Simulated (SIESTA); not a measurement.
Crystal: ZrB.

```
CELL_PARAMETERS angstrom
0.00000 2.32500 2.32500
2.32500 0.00000 2.32500
2.32500 2.32500 0.00000
ATOMIC_POSITIONS crystal
Zr 0.00000 0.00000 0.00000
B 0.50000 0.50000 0.50000
```

Base run:

```yaml
Program: SIESTA 5.4.2
Functional: WC
Potentials_or_basis: PseudoDojo 0.4 standard (PBEsol files)
Basis: DZP (energy shift 0.003 Ry; two zetas on semicore shells)
Grid_cutoff: 800 Ry
Energy_shift: 0.003 Ry
k_mesh: 10 × 10 × 10
Occupations: fermi-dirac, width 0.05 eV
Spin: no spin polarisation
```

Its results: band gap on the k mesh none (metal or under the smearing width); pressure 31.3 GPa.

The run is repeated on the same cell with these changes: functional from WC to PBEsol. What comes out?

Band gap on the k mesh none (metal or under the smearing width); pressure 30.4 GPa.

Caveats: a pressure of tens of GPa on the cell as given is suspect, and the run, the potentials or the cell itself is likely at fault; the basis of atomic orbitals isn't converged, which shifts pressures, moduli and gaps; the potentials were made for another functional, which shifts forces and pressure (some runs).
